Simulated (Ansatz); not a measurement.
# Bi: the cost of one run

Method: DFT LDA, scalar-relativistic, plane waves, PAW, in Ansatz 0.2.0.

The COD entry's cell or inner coordinates are ideal or old and differ from later refinements, so a difference from it is no clean test against experiment.

## 1. The system as given

The structure is trigonal, space group R-3m (No. 166). Conventional cell: a = 4.535 Å, b = 4.535 Å, c = 11.814 Å, α = 90.00°, β = 90.00°, γ = 120.00°. Bi (site symmetry 3m) has 6 Bi at 3.06 to 3.52 Å in its first shell of neighbours.

As a file:

```cif
data_structure
_symmetry_space_group_name_H-M 'R-3m:H'
_symmetry_Int_Tables_number 166
_cell_length_a 4.5350
_cell_length_b 4.5350
_cell_length_c 11.8140
_cell_angle_alpha 90.000
_cell_angle_beta 90.000
_cell_angle_gamma 120.000
_cell_volume 210.42
loop_
_atom_site_label
_atom_site_type_symbol
_atom_site_symmetry_multiplicity
_atom_site_Wyckoff_symbol
_atom_site_fract_x
_atom_site_fract_y
_atom_site_fract_z
_atom_site_occupancy
Bi1 Bi 6 c 0.33333 0.66667 0.90067 1
```

The structure rests on an entry of the Crystallography Open Database; cell or positions may have been set otherwise for this series.

## 2. Relaxing cell and atoms: Bi, no spin

The input, input.yaml:

```yaml
crystal:
  lattice:
    - [2.2675, 1.3091417354, 3.938]
    - [-2.2675, 1.3091417354, 3.938]
    - [0.0, -2.6182834708, 3.938]
  atoms:
    - { symbol: Bi, position: [0.234, 0.234, 0.234] }
    - { symbol: Bi, position: [0.766, 0.766, 0.766] }
scf:
  occupations: { method: gaussian, width: 0.1 }
output:
  forces: true
  stress: true
  eigenvalues: true
  write_density: true
  write_potential: true
  elf: true
  volumetric_format: npy
hamiltonian:
  xc: lda
relax:
  f_tol: 0.001
  max_steps: 60
  cell: { stress_tol: 0.03 }
kpoints:
  mp_grid: { grid: [16, 16, 16] }
```

Command:

```sh
$ ansatz run input.yaml --threads 8 --pin off --max-ram 10240MiB --backend cpu --events-out ev --progress --plain --runs-dir out
```

Q: Estimate wall time and peak memory on 8 threads of Arm Neoverse N1, shared host.

About 56 s, with a peak of 0.78 GiB.
